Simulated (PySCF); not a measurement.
# [Sm(NH2)2]+: other functionals and bases at one geometry

One table from this session's results is given with a row withheld; the runs are named, their logs left out.

The runs use PySCF 2.14.0; several levels, as the steps say, no spin–orbit coupling.

1 further run of the same task is left out (for a known fault of the program).

### Where the work starts

7 atoms, charge 1, spin multiplicity 1.

Bond lengths: Sm1–N2 2.116 Å, Sm1–H3 2.820 Å, Sm1–H4 2.881 Å, Sm1–N5 2.116 Å, Sm1–H6 2.881 Å, Sm1–H7 2.820 Å, N2–H3 1.024 Å, N2–H4 1.023 Å, N5–H6 1.023 Å, N5–H7 1.024 Å. Angles: N2–Sm1–H3 17.5°, N2–Sm1–H4 15.8°, N2–Sm1–N5 105.4°, N2–Sm1–H6 121.2°, N2–Sm1–H7 87.9°, H3–Sm1–H4 33.3°, H3–Sm1–N5 87.9°, H3–Sm1–H6 103.7°, H3–Sm1–H7 70.4°, H4–Sm1–N5 121.2°, H4–Sm1–H6 137.0°, H4–Sm1–H7 103.7°, N5–Sm1–H6 15.8°, N5–Sm1–H7 17.5°, H6–Sm1–H7 33.3°, Sm1–N2–H3 124.1°, Sm1–N2–H4 129.9°, H3–N2–H4 106.0° and more.

Coordinates:

```xyz
7

Sm    0.0000    0.7790    0.0230
N     1.6824    0.0315    1.0653
H     1.6246   -0.5653    1.8954
H     2.6800    0.1587    0.8788
N    -1.6824    0.0315    1.0653
H    -2.6800    0.1587    0.8788
H    -1.6246   -0.5653    1.8954
```

Formal oxidation states: Sm +3. Each metal's 5 4f electrons lie in its core potential, so multiplicities, spins and levels count the valence alone. An earlier session relaxed this geometry at PBE0, Sm lcecp-1-SVP with ECP51, N def2-SVP, H def2-SVP (singlet, point group C2v).

At PBE0 on the finer grid: E = -146.240107 Eh, HOMO -11.55 eV, LUMO -6.44 eV, Mulliken charge on Sm1 +1.23 e, largest force component 0.016 eV/Å. 

Levels to run: TPSS; revPBE; PBE0, TZVP. Hardware: 2 threads of Arm Neoverse N1, shared host.

Set-up of the first run:

Input file run.py (the lines that set the calculation):

```python
mol = gto.M(atom='''
Sm     0.00000     0.77901     0.02304
N      1.68235     0.03148     1.06527
H      1.62457    -0.56530     1.89541
H      2.67999     0.15872     0.87880
N     -1.68235     0.03148     1.06527
H     -2.67999     0.15872     0.87880
H     -1.62457    -0.56530     1.89541''',
    basis={'Sm': 'lcecp-1-SVP', 'N': 'def2-SVP', 'H': 'def2-SVP'},
    ecp={'Sm': 'lcecp-1-SVP'},
    charge=1, spin=0)
mf = dft.RKS(mol, xc='TPSS')
mf.grids.atom_grid = (75, 302)  # f atoms: unpruned, at least (60, 302)
mf = mf.density_fit()  # fitting sets: Sm AutoAux, N def2-universal-JKFIT, H def2-universal-JKFIT
mf.conv_tol = 1e-08; mf.max_cycle = 55
mf.kernel(dm0)  # dm0: the density of the relaxed state
```

On the command line:

```console
> OMP_NUM_THREADS=2 python run.py
```

Steps of the session up to this table: TPSS; revPBE; PBE0, TZVP.

One of the session's tables, all rows but one given; the rest of the session is left out.

| level | HOMO (eV) | gap (eV) | charge on Sm1 (e) | dipole (D) | largest force component (eV/Å) |
| --- | --- | --- | --- | --- | --- |
| PBE0 (relaxed here) | -11.55 | 5.11 | 1.23 | 2.82 | 0.02 |
| TPSS | ? | ? | ? | ? | ? |
| revPBE | -10.24 | 3.17 | 1.10 | 2.40 | 0.41 |
| PBE0, TZVP | -11.58 | 5.14 | 1.63 | 3.09 | 0.31 |

**Question.** Estimate the row for TPSS.

The run gave: HOMO (eV): -10.30; gap (eV): 3.38; charge on Sm1 (e): 1.17; dipole (D): 2.58; largest force component (eV/Å): 0.44. In the column «HOMO (eV)» it lies between PBE0 (relaxed here) (-11.55) and revPBE (-10.24).

The dipole of a charged species depends on the origin, so these sizes hold for this origin alone.

In one basis the HOMO–LUMO gap runs from 3.17 eV (revPBE) to 5.11 eV (PBE0). The largest leftover force, 0.44 eV/Å with TPSS, stands at a geometry relaxed at another level. With 4f in the core, its levels are missing from HOMO and gap, and its count is fixed, so no charge can pass from the ligands into it. Total energies of different levels can't be compared.
